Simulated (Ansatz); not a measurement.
# CClFInN (SMILES N#[C][In]([F])[Cl]): a rigid scan of the angle Cl5–In3–F4

The task here is to estimate one member of a computed series from the others.

Method: single points in def2-TZVPP; program: Ansatz 0.2.0, Gaussian basis.

Levels: PBE-D4, r2SCAN-D4, PBE0-D4, B3LYP-D4, wB97M-V, Hartree-Fock, MP2, CCSD, CCSD(T). The scan takes 91.9, 97.9, 103.9, 109.9, 115.9, 121.9, 127.9, 133.9, 139.9°.

Correlated methods freeze the cores. Filled d shells of the heavier atoms are correlated. Core potentials replace the inner electrons past krypton, and spin-orbit coupling is left out. B3LYP uses VWN-RPA correlation.

28 further runs of the same task are left out: 28 set aside as unsound or not needed.

**The system as given**

The minimum, relaxed at PBE0-D4: SMILES `N#[C][In]([F])[Cl]`, 5 atoms, charge 0, spin multiplicity 1.

Atoms are counted from 1 here; the program's logs count them from 0.

Bond lengths: N1–C2 1.152 Å, C2–In3 2.082 Å, In3–F4 1.924 Å, In3–Cl5 2.280 Å. Angles: N1–C2–In3 178.9°, C2–In3–F4 118.2°, C2–In3–Cl5 125.8°, F4–In3–Cl5 115.9°.

Geometry (Å):

```xyz
5
CClFInN
N    -1.3926    1.4514    1.6488
C    -0.7819    0.7844    0.9349
In    0.3304   -0.3896   -0.3764
F     0.4344   -2.2809   -0.0397
Cl    1.4597    0.3610   -2.2091
```

Energies of the minimum (eV), from earlier single points: PBE-D4 -22933.98378, r2SCAN-D4 -22943.05725, PBE0-D4 -22934.77563, B3LYP-D4 -22946.78882, wB97M-V -22941.33793, CCSD(T) -22904.61259.

At the minimum the angle Cl5–In3–F4 is 115.9°.

Set-up of the first run:

ccsdt-tzvpp/in.yaml

```yaml
crystal:
  periodic: [false, false, false]
  atoms:
    - {symbol: N, position_ang: [-1.392608, 1.451352, 1.648783]}
    - {symbol: C, position_ang: [-0.781871, 0.784371, 0.934852]}
    - {symbol: In, position_ang: [0.330374, -0.389556, -0.376358]}
    - {symbol: F, position_ang: [0.434397, -2.280855, -0.039717]}
    - {symbol: Cl, position_ang: [1.641468, -0.570958, -2.232602]}
basis:
  gaussian: {orbitals: def2-TZVPP}
correlation: {method: ccsd_t}
```

No record of the launch command was kept for these runs.

Among the steps run: Cl5–In3–F4 = 91.9°; Cl5–In3–F4 = 97.9°; Cl5–In3–F4 = 103.9°; Cl5–In3–F4 = 109.9°; Cl5–In3–F4 = 115.9°; Cl5–In3–F4 = 121.9°; Cl5–In3–F4 = 127.9°; Cl5–In3–F4 = 133.9°; Cl5–In3–F4 = 139.9°.

One of the session's tables, all rows but one given; the rest of the session is left out.

Energies less that of the minimum at the same level (eV):

```
      angle (°)  PBE-D4  PBE0-D4  B3LYP-D4  wB97M-V  Hartree-Fock
           91.9   0.244    0.266     0.263    0.273         0.331
           97.9   0.129    0.143     0.140    0.147         0.181
          103.9   0.054    0.061     0.060    0.064         0.080
          109.9   0.012    0.015     0.014    0.016         0.021
          115.9   0.000    0.000     0.000    0.000         0.000
115.9 (minimum)   0.000    0.000     0.000    0.000         0.000
          121.9   0.015    0.014     0.014    0.014         0.014
          127.9   0.055    0.056     0.057    0.056         0.062
          133.9       ?        ?         ?        ?             ?
          139.9   0.222    0.232     0.233    0.234         0.270
```

Estimate the missing values for angle (°) = 133.9.

Worked estimate for «PBE-D4». A straight line through the neighbours (127.9, 0.055) and (139.9, 0.222) gives 0.055 + (0.222 − 0.055) × (133.9 − 127.9) / (139.9 − 127.9) = 0.139; a parabola fitted to 3 rows on both sides gives 0.124.

**Answer.** PBE-D4: 0.124; PBE0-D4: 0.128; B3LYP-D4: 0.129; wB97M-V: 0.129; Hartree-Fock: 0.146. In «PBE-D4» the line misses by +0.015 and the parabola by 0.000.
